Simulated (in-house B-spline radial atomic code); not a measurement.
**As: a test of the spline order**

How far can the spline order be changed before the As run goes wrong?

Method: Dirac-Hartree-Fock, average of configuration, Fermi nucleus, basis-set limit. Code: in-house B-spline radial atomic code version 1.

## Step 1: Starting point

| Property | Result |
| --- | --- |
| element | arsenic (Z = 33) |
| charge | 0 |
| electrons | 33 |
| configuration | [Ar] 3d10 4s2 4p3 |
| Hamiltonian | Dirac-Coulomb |
| nucleus | Fermi, rms radius 4.097 fm |

Outer shells as boxes (Hund's rule):

[Ar] 3d10 4s2 4p3
```
[Ar] core
3d [↑↓][↑↓][↑↓][↑↓][↑↓]
4s [↑↓]
4p [↑ ][↑ ][↑ ]
```

The boxes draw the filling by Hund's rule, which heavy ions in jj coupling don't follow; these runs average over all states of the configuration.

A run counts as converged when the orbital gradient is under the tolerance times 33 hartree (or under the basis's noise floor) and the energy moved by less than 1e-8 hartree times the root of its size. Energy differences under 7e-06 hartree are noise.

Settings of the run:

```ini
Z = 33
electrons = 33.0
configuration = [Ar] 3d10 4s2 4p3
hamiltonian = dirac
method = hf
spin_polarised = False
nucleus = fermi
rms_radius = 4.0968
mass_number = 75
atomic_mass = 74.921594562
speed_of_light = 137.035999084
knot_spacing = 0.22
spline_order = 8
gauss_points = 12
box_radius = 50
max_iterations = 70
damping = 0.5
damped_steps = 3
diis_vectors = 10
tolerance = 1e-08
start = Thomas-Fermi
```

The reference is known from an earlier run: -2259.441879 hartree in all. Up to eight levels, counted from the top:

```tsv
orbital	occupation	energy (eV)	<r> (bohr)
3s1/2	2	-225.66	0.5956
3p1/2	2	-165.48	0.6093
3p3/2	4	-160.15	0.6191
3d3/2	4	-57.142	0.6674
3d5/2	6	-56.340	0.6720
4s1/2	2	-19.396	1.993
4p1/2	1	-9.143	2.524
4p3/2	2	-8.858	2.570
```

## Step 2: Spline order 3

Settings of the run:

```ini
Z = 33
electrons = 33.0
configuration = [Ar] 3d10 4s2 4p3
hamiltonian = dirac
method = hf
spin_polarised = False
nucleus = fermi
rms_radius = 4.0968
mass_number = 75
atomic_mass = 74.921594562
speed_of_light = 137.035999084
knot_spacing = 0.22
spline_order = 3
gauss_points = 12
box_radius = 50
max_iterations = 70
damping = 0.5
damped_steps = 3
diis_vectors = 10
tolerance = 1e-08
start = Thomas-Fermi
```

Run with:

```
$ python run_scf.py task.json out
```

task.json lists these runs, among others, and the program works through them in turn.

## Step 3: Spline order 4

Settings: those of step 2 with these lines changed.

```diff
@@ -12,3 +12,3 @@
 knot_spacing = 0.22
-spline_order = 3
+spline_order = 4
 gauss_points = 12
```

## Step 4: Spline order 5

Settings: those of step 3 with these lines changed.

```diff
@@ -12,3 +12,3 @@
 knot_spacing = 0.22
-spline_order = 4
+spline_order = 5
 gauss_points = 12
```

## Step 5: Spline order 6

Settings: those of step 4 with these lines changed.

```diff
@@ -12,3 +12,3 @@
 knot_spacing = 0.22
-spline_order = 5
+spline_order = 6
 gauss_points = 12
```

## Step 6: Spline order 7

Settings: those of step 5 with these lines changed.

```diff
@@ -12,3 +12,3 @@
 knot_spacing = 0.22
-spline_order = 6
+spline_order = 7
 gauss_points = 12
```

## Step 7: Spline order 10

Settings: those of step 6 with these lines changed.

```diff
@@ -12,3 +12,3 @@
 knot_spacing = 0.22
-spline_order = 7
+spline_order = 10
 gauss_points = 12
```

Which of these runs converge to the reference energy, which miss it and by about how much, and which fail?

As calculated:

| run | outcome | iterations | energy less the reference (hartree) |
| --- | --- | --- | --- |
| reference | converged | 10 | 0 |
| spline order 3 | converged | 9 | +0.0521 |
| spline order 4 | converged | 10 | +0.000824 |
| spline order 5 | converged | 10 | +2.42e-05 |
| spline order 6 | converged | 10 | below noise |
| spline order 7 | converged | 10 | below noise |
| spline order 10 | converged | 10 | below noise |

**Reading.** Of 6 changed inputs, 3 gave the reference energy within 1e-05 hartree and 3 converged to another value. The worst converged miss is +0.0521 hartree (spline order 3): splines of so low an order are too stiff.
